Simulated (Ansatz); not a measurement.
# Si: response to strain

Aim: deform Si (equal xx and yy strain of +1 %) and compute stress, forces and field gradients with LAPW, PAW and all-electron datasets made for the crystal.

Method: DFT LDA, scalar-relativistic, in Ansatz 0.2.0.

2 further runs of the same task are left out: 2 set aside as unsound or not needed.

**1. The structure to begin with**

It takes space group Fd-3m (No. 227, cubic). The conventional cell has a = 5.431 Å, b = 5.431 Å, c = 5.431 Å, α = 90.00°, β = 90.00°, γ = 90.00°. Si (site symmetry -43m) is surrounded by 4 Si at 2.35 Å.

Coordinates:

```
CELL_PARAMETERS angstrom
0.00000 2.71547 2.71547
2.71547 0.00000 2.71547
2.71547 2.71547 0.00000
ATOMIC_POSITIONS crystal
Si 0.50000 0.50000 0.50000
Si 0.75000 0.75000 0.75000
```

Atoms are numbered in the order of the input: Si1, Si2.

**2. The deformed structure**

Space group Fd-3m before, I4_1/amd after.

**3. Full-potential LAPW**

input.yaml reads:

```yaml
crystal:
  lattice:
    - [0.0, 2.7426247, 2.71547]
    - [2.7426247, 0.0, 2.71547]
    - [2.7426247, 2.7426247, 0.0]
  atoms:
    - { symbol: Si, position: [0.5, 0.5, 0.5] }
    - { symbol: Si, position: [0.75, 0.75, 0.75] }
kpoints:
  mp_grid: { grid: [12, 12, 12] }
  band_path:
    path:
      - [0.0, 0.0, 0.0]
      - [0.0, 0.5, 0.5]
      - [0.25, 0.75, 0.5]
      - [0.0, 0.5, 0.0]
      - [0.0, 0.0, 0.0]
      - [0.5, 0.5, 0.0]
      - [0.3775125, 0.6224875, 0.0]
      - [-0.3775125, 0.3775125, 0.0]
      - [0.0, 0.0, 0.0]
    npoints: 5
scf:
  occupations: { method: fermi_dirac, width: 0.08 }
hamiltonian:
  xc: lda
  pseudopotentials: { kind: all_electron, lapw: { basis_error: 0.00025 } }
output:
  forces: true
  stress: true
  eigenvalues: true
```

Launch:

```
ansatz run input.yaml --threads 1 --pin off --max-ram 3072MiB --backend cpu --events-out ev --progress --plain --runs-dir out
```

**4. Frozen-core PAW**

input.yaml reads:

```yaml
crystal:
  lattice:
    - [0.0, 2.7426247, 2.71547]
    - [2.7426247, 0.0, 2.71547]
    - [2.7426247, 2.7426247, 0.0]
  atoms:
    - { symbol: Si, position: [0.5, 0.5, 0.5] }
    - { symbol: Si, position: [0.75, 0.75, 0.75] }
kpoints:
  mp_grid: { grid: [12, 12, 12] }
scf:
  occupations: { method: fermi_dirac, width: 0.08 }
hamiltonian:
  xc: lda
  pseudopotentials: { kind: paw }
output:
  forces: true
  stress: true
  eigenvalues: true
  efg: { contact_densities: true }
  write_density: true
  write_potential: true
  elf: true
  volumetric_format: npy
```

**5. All-electron PAW on datasets made for the crystal**

Changes to input.yaml since step 4:

```diff
@@ -14,3 +14,3 @@
   xc: lda
-  pseudopotentials: { kind: paw }
+  pseudopotentials: { kind: all_electron, datasets: crystal }
 output:
@@ -20,5 +20 @@
   efg: { contact_densities: true }
-  write_density: true
-  write_potential: true
-  elf: true
-  volumetric_format: npy
```

(Steps that only read results are left out.)

**Question.** What will these runs give? Wanted: pressure; largest shear or deviatoric stress.

As calculated:

```
                                 quantity                                              value
                                 pressure  LAPW -3.26, PAW -3.22, crystal datasets -3.26 GPa
largest shear or deviatoric stress (LAPW)                                           0.62 GPa
```

In words: Against the undeformed cell the largest change of stress is -2.02 GPa, in the yy component (others tie with it), with the atoms carried along and not relaxed. PAW: stress within 0.05 GPa of LAPW. Crystal datasets: stress within 0.01 GPa of LAPW.
